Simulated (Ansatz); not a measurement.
# Cs: properties at the relaxed cell

The task here is to estimate one member of a computed series from the others.

Computed with Ansatz 0.2.0 (DFT PBE, scalar-relativistic, plane waves, PAW, unless a step's input says otherwise).

1 further run of the same task is left out (set aside as unsound or not needed).

## The starting structure

It takes space group Im-3m (No. 229, cubic). Conventional cell: a = 6.159 Å, b = 6.159 Å, c = 6.159 Å, α = 90.00°, β = 90.00°, γ = 90.00°.

Coordinates:

```
CELL_PARAMETERS angstrom
-3.07943 3.07943 3.07943
3.07943 -3.07943 3.07943
3.07943 3.07943 -3.07943
ATOMIC_POSITIONS crystal
Cs 0.00000 0.00000 0.00000
```

This cell was relaxed beforehand with the same method: volume 116.81 Å³/atom, gap on the mesh none (metal).

The first run:

Input file input.yaml:

```yaml
crystal:
  lattice:
    - [-3.0794321676, 3.0794321676, 3.0794321676]
    - [3.0794321676, -3.0794321676, 3.0794321676]
    - [3.0794321676, 3.0794321676, -3.0794321676]
  atoms:
    - { symbol: Cs, position: [0.0, 0.0, 0.0] }
basis:
  ecutwfc: 420
kpoints:
  mp_grid: { grid: [10, 10, 10] }
  band_path:
    path:
      - [[0.0, 0.0, 0.0], [0.5, -0.5, 0.5], [0.0, 0.0, 0.5], [0.0, 0.0, 0.0], [0.25, 0.25, 0.25], [0.5, -0.5, 0.5]]
      - [[0.25, 0.25, 0.25], [0.0, 0.0, 0.5]]
    npoints: 14
hamiltonian:
  xc: pbe
scf:
  occupations: { method: gaussian, width: 0.1 }
  n_extra_bands: 6
output:
  forces: true
  stress: true
  eigenvalues: true
  populations: true
  dos: { projected: true, de: 0.02, nscf_kmesh: { grid: [15, 15, 15] } }
  bader: true
  write_density: true
  write_potential: true
  elf: true
  volumetric_format: npy
```

Command:

```bash
ansatz run input.yaml --threads 1 --pin off --max-ram 2560MiB --backend cpu --events-out ev --progress --plain --runs-dir out
```

Steps of the session up to this table: Bands, states and charges; The cell as listed, for comparison; Point at V/V0 = 0.97; Point at V/V0 = 1.03; Volume × 0.94; Point at V/V0 = 1.06; Point at V/V0 = 0.91; The cell scaled to 1.10 of its volume; The cell scaled to 0.88 of its volume.

One of the session's tables, all rows but one given; the rest of the session is left out.

It belongs to the step «Equation of state». 

```
volume (Å³/atom)  energy above the lowest point (meV/atom)  pressure (GPa)
         102.791                                      12.8            0.31
         106.295                                       7.0            0.22
         109.799                                         ?               ?
         113.304                                       0.8            0.07
         116.808                                       0.0            0.00
         120.312                                       0.5           -0.05
         123.816                                       2.1           -0.10
         128.489                                       5.7           -0.15
```

Estimate the missing values for volume (Å³/atom) = 109.799.

Worked estimate for «energy above the lowest point (meV/atom)». A straight line through the neighbours (106.295, 7.0) and (113.304, 0.8) gives 7.0 + (0.8 − 7.0) × (109.799 − 106.295) / (113.304 − 106.295) = 3.9; a parabola fitted to 4 rows on both sides gives 3.1.

The run gave: energy above the lowest point (meV/atom): 3.1; pressure (GPa): 0.14. In «energy above the lowest point (meV/atom)» the line misses by +0.8 and the parabola by 0.0.

Limits of these values: The projections leave out shells that the potentials don't hold, such as empty d states.
